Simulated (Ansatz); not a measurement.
The system is GaF.

```
Ga F
1.0
     3.16592    0.00000    0.00000
     0.00000    3.16592    0.00000
     0.00000    0.00000    3.16592
Ga F
1 1
Direct
  0.00000 0.00000 0.00000
  0.50000 0.50000 0.50000
```

The cell was built by a generator and needn't be a form met in nature.

Base run:

* Program: Ansatz 0.2.0
* Functional: r2SCAN
* Potentials or basis: Ansatz PAW
* Cutoff: 500 eV (not typed: the program's choice for these potentials)
* k mesh: 8 × 8 × 8
* Occupations: fermi-dirac, width 0.05 eV
* Spin: no spin polarisation

Its results: band gap on the k mesh 0.52 eV, indirect (least direct gap 1.46 eV); pressure -1.9 GPa.

Question: The run is repeated on the same cell with these changes: functional from r2SCAN to PBE; cutoff from 500 eV (not typed: the program's choice for these potentials) to 420 eV (not typed: the program's choice for these potentials). What comes out?

Answer: Band gap on the k mesh 0.34 eV, indirect (least direct gap 1.13 eV); pressure 0.0 GPa.

r2SCAN gives the wider gap, since meta-GGAs in the generalised Kohn-Sham scheme recover part of the derivative discontinuity.

Caveats: the PAW data sets come from PBE, with cores solved anew for the run's functional, which leaves a small shift of forces and pressure (some runs).
